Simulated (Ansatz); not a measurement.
# CH6InNO: how energies converge with the basis set

The task here is to estimate one member of a computed series from the others.

Program: Ansatz 0.2.0, Gaussian basis. Level of theory: one geometry, several basis sets. These are calculated values, not measurements.

Levels to be run: PBE0-D4/def2-SVP; ωB97M-V/def2-SVP; PBE0-D4/def2-QZVPP; ωB97M-V/def2-QZVPP; the functionals' def2-TZVPP values are taken from earlier runs.

1 further run of the same task is left out (for a known fault of the program). Runs told in other sessions of the task aren't counted.

### The relaxed structure

The geometry comes from an earlier relaxation with PBE0-D4 in a triple-zeta def2 set; it is a stationary point, not always the lowest conformer. In takes the def2 core potential; no spin-orbit term is included.

SMILES `C[O][InH][NH2]`, 10 atoms, charge 0, spin multiplicity 1.

Atoms are counted from 1 here; the program's logs count them from 0.

Bond lengths: C1–O2 1.398 Å, C1–H5 1.101 Å, C1–H6 1.096 Å, C1–H7 1.100 Å, O2–In3 1.990 Å, In3–N4 2.009 Å, In3–H8 1.692 Å, N4–H9 1.008 Å, N4–H10 1.007 Å. Angles: O2–C1–H5 112.8°, O2–C1–H6 109.0°, O2–C1–H7 113.0°, H5–C1–H6 107.1°, H5–C1–H7 107.4°, H6–C1–H7 107.2°, C1–O2–In3 121.5°, O2–In3–N4 110.0°, O2–In3–H8 118.8°, N4–In3–H8 131.0°, In3–N4–H9 119.1°, In3–N4–H10 121.1°, H9–N4–H10 110.3°.

The first run:

in.yaml reads:

```yaml
crystal:
  periodic: [false, false, false]
  atoms:
    - {symbol: C, position_ang: [-1.274808, -0.241377, 1.083512]}
    - {symbol: O, position_ang: [0.079539, -0.230126, 1.431721]}
    - {symbol: In, position_ang: [1.499986, 0.081326, 0.073700]}
    - {symbol: N, position_ang: [0.669703, 0.455745, -1.716755]}
    - {symbol: H, position_ang: [-1.532555, -1.061385, 0.395795]}
    - {symbol: H, position_ang: [-1.875409, -0.380861, 1.990039]}
    - {symbol: H, position_ang: [-1.606117, 0.697095, 0.614547]}
    - {symbol: H, position_ang: [3.114490, 0.118573, 0.577040]}
    - {symbol: H, position_ang: [-0.283365, 0.172808, -1.884246]}
    - {symbol: H, position_ang: [1.208535, 0.388203, -2.565342]}
basis:
  gaussian: {orbitals: def2-SVP}
hamiltonian: {xc: pbe0, dispersion: d4}
output: {orbitals: {seedname: orbitals}}
```

Command:

```bash
> ansatz run in.yaml --threads 4 --pin off --events-out ev --progress --plain --max-ram 10444MiB
```

Steps of the session up to this table: PBE0-D4 in def2-SVP; ωB97M-V in def2-SVP; PBE0-D4 in def2-QZVPP; ωB97M-V in def2-QZVPP.

One of the session's tables, all rows but one given; the rest of the session is left out.

It belongs to the step «Density functionals: the series». 

| functional | basis | HOMO (eV) |
| --- | --- | --- |
| PBE0-D4 | def2-SVP | -6.82 |
| PBE0-D4 | def2-TZVPP | -7.06 |
| PBE0-D4 | def2-QZVPP | -7.11 |
| ωB97M-V | def2-SVP | -9.18 |
| ωB97M-V | def2-TZVPP | -9.44 |
| ωB97M-V | def2-QZVPP | ? |

Estimate the missing values for ωB97M-V, def2-QZVPP.

As computed: HOMO (eV): -9.50. In the column «HOMO (eV)» it is the lowest.
